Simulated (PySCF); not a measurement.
# CoNF: structure of the quartet

Aim: relax CoNF as a quartet from a linear start, check by its vibrations whether the end is a minimum, and collect its spectrum and constants.

Computed with PySCF 2.14.0. Level: PBE0, basis Co def2-TZVP, N def2-TZVP, F def2-TZVP, no relativity, density fitting.

## Step 1: The starting structure

3 atoms, charge 0, spin multiplicity 4.

Bond lengths: Co1–N2 1.630 Å, Co1–F3 1.750 Å. Angles: N2–Co1–F3 180.0°.

```xyz
3
charge 0 multiplicity 4
Co    0.0000    0.0000    0.0000
N     0.0000    0.0000   -1.6300
F     0.0000    0.0000    1.7500
```

## Step 2: Finding the electronic state

The steps below are one call of a driver around PySCF. For each, scf.py gives the equivalent set-up of the SCF; relaxations use the driver's own optimiser. After this first run the driver tries any further starts and a stability analysis.

The input, scf.py:

```python
from pyscf import gto, scf, dft
mol = gto.M(atom='''
Co     0.000000     0.000000     0.000000
N      0.000000     0.000000    -1.630000
F      0.000000     0.000000     1.750000''',
    basis={'Co': 'def2-TZVP', 'N': 'def2-TZVP', 'F': 'def2-TZVP'},
    charge=0, spin=3)
mf = dft.UKS(mol, xc='PBE0')
mf.grids.atom_grid = (50, 194)
aux = {'Co': 'def2-universal-JKFIT', 'N': 'def2-universal-JKFIT', 'F': 'def2-universal-JKFIT'}
mf = mf.density_fit(auxbasis=aux)
mf.conv_tol = 1e-08
mf.diis_space = 10
mf.max_cycle = 60
mf.init_guess = 'minao'
mf.verbose = 4
mf.kernel()
```

Started as:

```console
> OMP_NUM_THREADS=4 python axn.py task.json out
```

Standard output:

```text
[... the frontier levels of the middle cycles are left out ...]
init E= -1535.94084825708
[... the frontier-level lines of each cycle are left out ...]
cycle= 1 E= -1520.29095993971  delta_E= 15.6  |g|= 5.72  |ddm|= 28.4
cycle= 2 E= -1471.22486490905  delta_E= 49.1  |g|= 13.2  |ddm|= 29.3
cycle= 3 E= -1517.70350713179  delta_E= -46.5  |g|= 8.22  |ddm|=    8
cycle= 4 E= -1514.76096392818  delta_E= 2.94  |g|= 7.38  |ddm|= 3.61
cycle= 5 E= -1523.2073045595  delta_E= -8.45  |g|= 6.36  |ddm|= 4.06
cycle= 6 E= -1532.64287632554  delta_E= -9.44  |g|= 4.31  |ddm|= 3.58
cycle= 7 E= -1532.98562797917  delta_E= -0.343  |g|= 3.91  |ddm|= 0.679
cycle= 8 E= -1533.42716985212  delta_E= -0.442  |g|= 3.74  |ddm|= 0.242
cycle= 9 E= -1533.8340946151  delta_E= -0.407  |g|= 3.49  |ddm|= 0.137
cycle= 10 E= -1535.01893496784  delta_E= -1.18  |g|= 2.95  |ddm|= 0.477
cycle= 11 E= -1535.06146257728  delta_E= -0.0425  |g|= 2.81  |ddm|= 0.365
cycle= 12 E= -1525.7025502411  delta_E= 9.36  |g|= 5.31  |ddm|= 18.7
cycle= 13 E= -1535.88011030181  delta_E= -10.2  |g|= 2.05  |ddm|= 18.7
cycle= 14 E= -1536.86666212826  delta_E= -0.987  |g|= 0.303  |ddm|= 0.609
[... 2 cycles left out ...]
cycle= 17 E= -1536.89444879587  delta_E= -0.00134  |g|= 0.031  |ddm|= 0.0394
cycle= 18 E= -1536.89545280835  delta_E= -0.001  |g|= 0.0271  |ddm|= 0.0311
cycle= 19 E= -1536.89810777238  delta_E= -0.00265  |g|= 0.0128  |ddm|= 0.0939
cycle= 20 E= -1536.8994858267  delta_E= -0.00138  |g|= 0.00503  |ddm|= 0.0995
cycle= 21 E= -1536.89950678512  delta_E= -2.1e-05  |g|= 0.00233  |ddm|= 0.00647
cycle= 22 E= -1536.89951967833  delta_E= -1.29e-05  |g|= 0.000671  |ddm|= 0.00776
cycle= 23 E= -1536.89952007873  delta_E= -4e-07  |g|= 0.00033  |ddm|= 0.00304
cycle= 24 E= -1536.89952043907  delta_E= -3.6e-07  |g|= 0.000149  |ddm|= 0.00128
cycle= 25 E= -1536.89952052472  delta_E= -8.57e-08  |g|= 0.00015  |ddm|= 0.00074
cycle= 26 E= -1536.89952080476  delta_E= -2.8e-07  |g|= 9.47e-05  |ddm|= 0.00165
cycle= 27 E= -1536.89952109963  delta_E= -2.95e-07  |g|= 0.000106  |ddm|= 0.00299
cycle= 28 E= -1536.89952122255  delta_E= -1.23e-07  |g|= 2.27e-05  |ddm|= 0.00212
cycle= 29 E= -1536.89952123453  delta_E= -1.2e-08  |g|= 1.45e-05  |ddm|= 0.000795
cycle= 30 E= -1536.89952123499  delta_E= -4.59e-10  |g|= 2.73e-06  |ddm|= 0.000152
Extra cycle  E= -1536.89952123498  delta_E= 1.02e-11  |g|= 8.71e-06  |ddm|= 4.64e-06
converged SCF energy = -1536.89952123498  <S^2> = 4.2472921  2S+1 = 4.241364
```

This step, with its further starts and checks, needed 18 s of wall time on 4 threads of Arm Neoverse V1, shared host.

The starts that the driver tried:

```tsv
start	energy (Eh)
the minimal-basis guess	-1536.899521
a thermally smeared density	-1536.947577
a smeared PBE density	-1536.947579
```

This is not the lowest solution: one lies 126.2 kJ/mol lower, at -1536.94758 Eh, and the relaxation starts from that.

## Step 3: Relaxing the quartet from the linear start

The program finds C∞v symmetry in the start, which this walk keeps. Threshold on the gradient: 0.0003 Eh/bohr, with a further test on the energy change.

scf.py: that of step 2 with these lines changed.

```diff
@@ -3,3 +3,3 @@
-Co     0.000000     0.000000     0.000000
-N      0.000000     0.000000    -1.630000
-F      0.000000     0.000000     1.750000''',
+Co     0.000000     0.000000    -0.113365
+N      0.000000     0.000000    -1.743365
+F      0.000000    -0.000000     1.636635''',
@@ -15 +14,0 @@
-mf.init_guess = 'minao'
```

The optimiser's trace:

```tsv
step	energy (Eh)	change (kJ/mol)	largest symmetric gradient (Eh/bohr)
0	-1536.947577	0.00	0.01082
1	-1536.947905	-0.86	0.00540
2	-1536.947978	-1.05	0.00234
3	-1536.947986	-1.07	0.00056
4	-1536.947986	-1.07	0.00006
```

The walk took 7.7 s.

Geometry (Å) and forces (eV/Å) at some steps:

```
step 0
Co   0.000   0.000  -0.113   0.000   0.000   0.150
N    0.000   0.000  -1.743   0.000   0.000  -0.556
F    0.000   0.000   1.637   0.000   0.000   0.406
step 1
Co   0.000   0.000  -0.114   0.000   0.000   0.246
N    0.000   0.000  -1.758   0.000   0.000  -0.278
F    0.000   0.000   1.651   0.000   0.000   0.032
step 2
Co   0.000   0.000  -0.111   0.000   0.000   0.120
N    0.000   0.000  -1.766   0.000   0.000  -0.075
F    0.000   0.000   1.657   0.000   0.000  -0.046
step 3
Co   0.000   0.000  -0.109   0.000   0.000   0.029
N    0.000   0.000  -1.768   0.000   0.000  -0.009
F    0.000   0.000   1.657   0.000   0.000  -0.020
step 4
Co   0.000   0.000  -0.109   0.000   0.000   0.002
N    0.000   0.000  -1.769   0.000   0.000   0.001
F    0.000   0.000   1.657   0.000   0.000  -0.003
```

After 4 steps and 1.1 kJ/mol it ends at C∞v: Co–F 1.766 Å, Co–N 1.660 Å; F–Co–N 180.0°.

## Step 4: Frequencies

The point is checked on the finer grid, and tightened if its gradient asks for it. The Hessian and the dipole derivatives come from central differences of analytic gradients, with steps of 0.02 bohr.

scf.py: that of step 3 with these lines changed.

```diff
@@ -3,3 +3,3 @@
-Co     0.000000     0.000000    -0.113365
-N      0.000000     0.000000    -1.743365
-F      0.000000    -0.000000     1.636635''',
+Co     0.000000    -0.000000    -0.112105
+N      0.000000    -0.000000    -1.772114
+F     -0.000000     0.000000     1.653775''',
@@ -9 +9 @@
-mf.grids.atom_grid = (50, 194)
+mf.grids.atom_grid = (75, 302)
@@ -12 +12 @@
-mf.conv_tol = 1e-08
+mf.conv_tol = 1e-10
```

This SCF starts from the last density.

Log of the central SCF (cycles and frontier levels):

```text
init E= -1536.94789392203
[... the frontier-level lines of each cycle are left out ...]
cycle= 1 E= -1536.94789392194  delta_E= 8.73e-11  |g|= 2.21e-05  |ddm|= 1.17e-05
cycle= 2 E= -1536.94789391899  delta_E= 2.95e-09  |g|= 0.00011  |ddm|= 4.5e-05
cycle= 3 E= -1536.94789392208  delta_E= -3.08e-09  |g|= 2.61e-06  |ddm|= 3.67e-05
cycle= 4 E= -1536.94789392209  delta_E= -1e-11  |g|= 1.38e-06  |ddm|= 2.04e-06
Extra cycle  E= -1536.9478939221  delta_E= -1.14e-11  |g|= 1.35e-06  |ddm|= 3.82e-06
converged SCF energy = -1536.9478939221  <S^2> = 4.2925063  2S+1 = 4.2626313
```

The whole step took 41 s.

Geometry: C∞v; Co–F 1.766 Å, Co–N 1.660 Å; F–Co–N 180.0°.

Modes, for the most abundant isotopes:

| ω (cm⁻¹) | IR (km/mol) | type |
| --- | --- | --- |
| 67i | 46.0 | bend |
| 148 | 39.9 | bend |
| 574 | 2.3 | stretch |
| 703 | 168 | stretch |

With 1 mode imaginary (up to 67i cm⁻¹) this point is a saddle.

The SCF density has lower symmetry than the nuclear frame, so the modes carry no labels; pairs that should be degenerate can split.

Properties at this point:

```
Dipole moment                                                   : 0.80 D
Highest occupied level                                          : -8.16 eV
Lowest empty level                                              : -4.30 eV
Rotational constants                                            : 0.1744 cm⁻¹
Zero-point energy (real modes)                                  : 8.5 kJ/mol
Principal polarisabilities                                      : 19.5, 19.7, 48.0 bohr³
Atomisation energy without zero-point energy                    : 633 kJ/mol
Principal traceless quadrupole moments about the centre of mass : -13.28, 5.89, 7.39 D Å
Spin squared ⟨S²⟩                                               : 4.293
```

Charges (e) and bond orders:

```tsv
atom	Mulliken	Löwdin	polar tensor	spin (Mulliken)	Mayer order to Co1
Co1	0.84	0.53	1.27	2.79	–
N2	-0.34	-0.18	-0.48	0.15	1.82
F3	-0.50	-0.35	-0.79	0.06	0.78
```

Outer orbital energies (eV). α occupied: -13.18, -12.95, -11.75, -10.53, -10.51, -10.41, -8.35, -8.16; empty: -4.04, -0.37, 1.91, 2.12. β occupied: -21.08, -12.20, -11.16, -10.98, -10.11, -9.74, -8.93, -8.89; empty: -4.30, -3.45, -3.32, -3.18.

Mulliken populations on Co1: s 6.51, p 12.29, d 7.36, f 0.00.

## Step 5: Following the imaginary mode

The atoms are moved a little along the softest imaginary mode and relaxed again.

The program finds Cs symmetry in the start, which this walk keeps. The walk stops when the largest gradient is under 0.0003 Eh/bohr and the energy has settled too.

scf.py: that of step 4 with these lines changed.

```diff
@@ -3,3 +3,3 @@
-Co     0.000000    -0.000000    -0.112105
-N      0.000000    -0.000000    -1.772114
-F     -0.000000     0.000000     1.653775''',
+Co     0.000000     0.115243    -0.112076
+N     -0.000000    -0.250000    -1.772085
+F     -0.000000    -0.173219     1.653804''',
@@ -9 +9 @@
-mf.grids.atom_grid = (75, 302)
+mf.grids.atom_grid = (50, 194)
@@ -12 +12 @@
-mf.conv_tol = 1e-10
+mf.conv_tol = 1e-08
```

The optimiser's trace:

```tsv
step	energy (Eh)	change (kJ/mol)	largest symmetric gradient (Eh/bohr)
0	-1536.947278	0.00	0.01346
1	-1536.948066	-2.07	0.00894
2	-1536.948340	-2.79	0.00537
3	-1536.948381	-2.90	0.00150
4	-1536.948398	-2.94	0.00084
5	-1536.948418	-2.99	0.00224
6	-1536.948465	-3.12	0.00464
7	-1536.948502	-3.21	0.00443
8	-1536.948545	-3.33	0.00142
9	-1536.948548	-3.33	0.00023
10	-1536.948548	-3.33	0.00003
```

The walk took 29 s.

Geometry (Å) and forces (eV/Å) at some steps:

```
step 0
Co   0.000   0.115  -0.112   0.000  -0.295  -0.067
N    0.000  -0.250  -1.772   0.000   0.171   0.693
F    0.000  -0.173   1.654   0.000   0.124  -0.626
step 1
Co   0.000   0.109  -0.110   0.000  -0.118  -0.368
N    0.000  -0.246  -1.752   0.000   0.100   0.460
F    0.000  -0.170   1.632   0.000   0.018  -0.092
step 5
Co   0.000   0.125  -0.124   0.000   0.035   0.115
N    0.000  -0.253  -1.720   0.000  -0.033  -0.027
F    0.000  -0.180   1.613   0.000  -0.002  -0.087
step 10
Co   0.000   0.207  -0.129   0.000  -0.001   0.001
N    0.000  -0.294  -1.675   0.000   0.002  -0.002
F    0.000  -0.221   1.574   0.000   0.000   0.001
```

After 10 steps and 3.3 kJ/mol it ends at Cs: Co–F 1.756 Å, Co–N 1.626 Å; F–Co–N 147.9°.

## Step 6: Hessian and properties

The same treatment as at the point before.

scf.py: that of step 5 with these lines changed.

```diff
@@ -3,3 +3,3 @@
-Co     0.000000     0.115243    -0.112076
-N     -0.000000    -0.250000    -1.772085
-F     -0.000000    -0.173219     1.653804''',
+Co     0.000000     0.148125    -0.114846
+N     -0.000000    -0.328419    -1.672886
+F      0.000000    -0.254543     1.595044''',
@@ -9 +9 @@
-mf.grids.atom_grid = (50, 194)
+mf.grids.atom_grid = (75, 302)
@@ -12 +12 @@
-mf.conv_tol = 1e-08
+mf.conv_tol = 1e-10
```

SCF at the final geometry:

```text
init E= -1536.9484343254
[... the frontier-level lines of each cycle are left out ...]
cycle= 1 E= -1536.94843432521  delta_E= 1.93e-10  |g|= 2.81e-05  |ddm|= 1.12e-05
cycle= 2 E= -1536.94843431983  delta_E= 5.38e-09  |g|= 0.000149  |ddm|= 5.69e-05
cycle= 3 E= -1536.94843432542  delta_E= -5.59e-09  |g|= 1.06e-06  |ddm|= 4.75e-05
cycle= 4 E= -1536.94843432542  delta_E= -2.27e-12  |g|= 5.45e-07  |ddm|= 7.9e-07
Extra cycle  E= -1536.94843432543  delta_E= -6.37e-12  |g|= 6.99e-07  |ddm|= 1.54e-06
converged SCF energy = -1536.94843432543  <S^2> = 4.2095923  2S+1 = 4.2235493
```

The whole step needed 63 s of wall time on 4 threads of Arm Neoverse V1, shared host.

Geometry: Cs; Co–F 1.757 Å, Co–N 1.629 Å; F–Co–N 149.7°.

Modes, for the most abundant isotopes:

| symmetry | ω (cm⁻¹) | IR (km/mol) | μ (u) |
| --- | --- | --- | --- |
| a' | 86 | 26.3 | 19.81 |
| a' | 581 | 20.7 | 16.11 |
| a' | 712 | 163 | 22.64 |

All wavenumbers are real: a minimum.

Properties at this point:

| Quantity | Value |
| --- | --- |
| Dipole moment | 2.18 D |
| Highest occupied level | -8.12 eV |
| Lowest empty level | -4.15 eV |
| Rotational constants | 4.197, 0.1909, 0.1826 cm⁻¹ |
| Zero-point energy | 8.2 kJ/mol |
| Principal polarisabilities | 19.9, 21.3, 47.2 bohr³ |
| Atomisation energy without zero-point energy | 634 kJ/mol |
| Principal traceless quadrupole moments about the centre of mass | -10.93, 5.16, 5.77 D Å |
| Entropy at 298.15 K and 1 bar (electronic part: spin only) | 287.5 J/(mol K) |
| Heat capacity Cp at 298.15 K | 49.3 J/(mol K) |
| Enthalpy at 298.15 K above 0 K | 12.65 kJ/mol |
| Rotational symmetry number | 1 |
| Spin squared ⟨S²⟩ | 4.210 |

Populations by atom (charges in e):

| atom | Mulliken | Löwdin | polar tensor | spin (Mulliken) | Mayer order to Co1 |
| --- | --- | --- | --- | --- | --- |
| Co1 | 0.88 | 0.49 | 1.26 | 2.70 | – |
| N2 | -0.36 | -0.16 | -0.51 | 0.23 | 1.95 |
| F3 | -0.52 | -0.33 | -0.74 | 0.07 | 0.75 |

Mulliken populations on Co1: s 6.46, p 12.28, d 7.38, f 0.00.

## Step 7: The points found, side by side

| spin | group | bonds | imaginary modes (cm⁻¹) | ΔE (kJ/mol) | with zero-point energy |
| --- | --- | --- | --- | --- | --- |
| quartet | Cs | Co–F 1.757 Å, Co–N 1.629 Å | none | 0.0 | 0.0 |
| quartet | C∞v (density of lower symmetry) | Co–F 1.766 Å, Co–N 1.660 Å | 67i | 1.4 | – |

## Step 8: Results

| quantity | value |
| --- | --- |
| minimum | quartet, Cs |
| geometry | Co–F 1.757 Å, Co–N 1.629 Å; F–Co–N 149.7° |
| wavenumbers (cm⁻¹) | 86 (a'), 581 (a'), 712 (a') |
| dipole moment | 2.18 D |
| highest occupied, lowest empty level (either spin) | -8.12, -4.15 eV |
| polar-tensor charge of Co1 | +1.26 e |
| zero-point energy | 8.2 kJ/mol |
| entropy at 298.15 K | 287.5 J/(mol K) |
| atomisation energy (no zero-point energy) | 634 kJ/mol |
| ⟨S²⟩ | 4.210 |

The linear start (C∞v) ends in a minimum of Cs symmetry, after a stop at a saddle point 1.4 kJ/mol higher, from which it was pushed off along an imaginary mode. The determinant is spin-contaminated (⟨S²⟩ = 4.21 against 3.75), so it is no pure spin state. In the infrared the band at 712 cm⁻¹ (a', stretch) leads. Most of the spin sits on Co1 (Mulliken spin 2.70, against 3 for the whole molecule). The first SCF alone would have been 126 kJ/mol too high. Other starts or spin states, not run here, may lie lower. Open d and f shells are described by one determinant, and the ground state may have another occupation or spin.

The search up to here took 2.7 min.
